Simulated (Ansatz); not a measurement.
**TaN: biaxial against axial strain**

The task, for TaN: strain the cell in the xy plane and along z independently.

Program: Ansatz 0.2.0. Level of theory: DFT LDA, scalar-relativistic, plane waves, PAW. These are calculated values, not measurements.

## Step 1: The system as given

The structure is cubic, space group Fm-3m (No. 225). The conventional cell has a = 4.358 Å, b = 4.358 Å, c = 4.358 Å, α = 90.00°, β = 90.00°, γ = 90.00°. Ta (site symmetry m-3m) has 6 N at 2.18 Å as nearest neighbours. Around N (site symmetry m-3m) lie 6 Ta at 2.18 Å.

As a file:

```cif
data_structure
_symmetry_space_group_name_H-M 'Fm-3m'
_symmetry_Int_Tables_number 225
_cell_length_a 4.3580
_cell_length_b 4.3580
_cell_length_c 4.3580
_cell_angle_alpha 90.000
_cell_angle_beta 90.000
_cell_angle_gamma 90.000
_cell_volume 82.77
loop_
_atom_site_label
_atom_site_type_symbol
_atom_site_symmetry_multiplicity
_atom_site_Wyckoff_symbol
_atom_site_fract_x
_atom_site_fract_y
_atom_site_fract_z
_atom_site_occupancy
Ta1 Ta 4 b 0.50000 0.00000 0.00000 1
N1 N 4 a 0.00000 0.00000 0.00000 1
```

The cell is taken as given, not relaxed at this level.

## Step 2: Zero of the scan

input.yaml reads:

```yaml
crystal:
  lattice:
    - [0.0, 2.179, 2.179]
    - [2.179, 0.0, 2.179]
    - [2.179, 2.179, 0.0]
  atoms:
    - { symbol: Ta, position: [0.5, 0.5, 0.5] }
    - { symbol: "N", position: [0.0, 0.0, 0.0] }
basis:
  ecutwfc: 420
kpoints:
  mp_grid: { grid: [18, 18, 18] }
hamiltonian:
  xc: lda
scf:
  occupations: { method: gaussian, width: 0.15 }
output:
  forces: true
  stress: true
  eigenvalues: true
```

## Step 3: Setting up biaxial against axial strain

The cell is strained by p along both x and y and by q along z, with fractional coordinates fixed.

## Step 4: Point p = -0.050, q = -0.050

Edit input.yaml of step 2 so:

```diff
@@ -2,5 +2,5 @@
   lattice:
-    - [0.0, 2.179, 2.179]
-    - [2.179, 0.0, 2.179]
-    - [2.179, 2.179, 0.0]
+    - [0.0, 2.07005, 2.07005]
+    - [2.07005, 0.0, 2.07005]
+    - [2.07005, 2.07005, 0.0]
   atoms:
```

## Step 5: p = -0.050, q = 0.000

Edit input.yaml of step 4 so:

```diff
@@ -2,4 +2,4 @@
   lattice:
-    - [0.0, 2.07005, 2.07005]
-    - [2.07005, 0.0, 2.07005]
+    - [0.0, 2.07005, 2.179]
+    - [2.07005, 0.0, 2.179]
     - [2.07005, 2.07005, 0.0]
```

## Step 6: At p = -0.050, q = 0.050

Edit input.yaml of step 5 so:

```diff
@@ -2,4 +2,4 @@
   lattice:
-    - [0.0, 2.07005, 2.179]
-    - [2.07005, 0.0, 2.179]
+    - [0.0, 2.07005, 2.28795]
+    - [2.07005, 0.0, 2.28795]
     - [2.07005, 2.07005, 0.0]
```

## Step 7: Point p = 0.000, q = -0.050

Edit input.yaml of step 6 so:

```diff
@@ -2,5 +2,5 @@
   lattice:
-    - [0.0, 2.07005, 2.28795]
-    - [2.07005, 0.0, 2.28795]
-    - [2.07005, 2.07005, 0.0]
+    - [0.0, 2.179, 2.07005]
+    - [2.179, 0.0, 2.07005]
+    - [2.179, 2.179, 0.0]
   atoms:
```

## Step 8: Point p = 0.000, q = 0.050

Edit input.yaml of step 7 so:

```diff
@@ -2,4 +2,4 @@
   lattice:
-    - [0.0, 2.179, 2.07005]
-    - [2.179, 0.0, 2.07005]
+    - [0.0, 2.179, 2.28795]
+    - [2.179, 0.0, 2.28795]
     - [2.179, 2.179, 0.0]
```

## Step 9: At p = 0.050, q = -0.050

Edit input.yaml of step 8 so:

```diff
@@ -2,5 +2,5 @@
   lattice:
-    - [0.0, 2.179, 2.28795]
-    - [2.179, 0.0, 2.28795]
-    - [2.179, 2.179, 0.0]
+    - [0.0, 2.28795, 2.07005]
+    - [2.28795, 0.0, 2.07005]
+    - [2.28795, 2.28795, 0.0]
   atoms:
```

## Step 10: Point p = 0.050, q = 0.000

Edit input.yaml of step 9 so:

```diff
@@ -2,4 +2,4 @@
   lattice:
-    - [0.0, 2.28795, 2.07005]
-    - [2.28795, 0.0, 2.07005]
+    - [0.0, 2.28795, 2.179]
+    - [2.28795, 0.0, 2.179]
     - [2.28795, 2.28795, 0.0]
```

(Steps that only read results are left out.)

**Question.** What will these runs give? Wanted: highest point; lowest point away from the origin.

The runs gave:

| quantity | value |
| --- | --- |
| highest point | 293.2 meV/atom at (p, q) = (-0.050, -0.050) |
| lowest point away from the origin | 59.1 meV/atom at (0.000, 0.050) |

What this shows: The undisturbed cell is the lowest computed point. Spin-orbit coupling is left out, which matters for the bands of Ta.
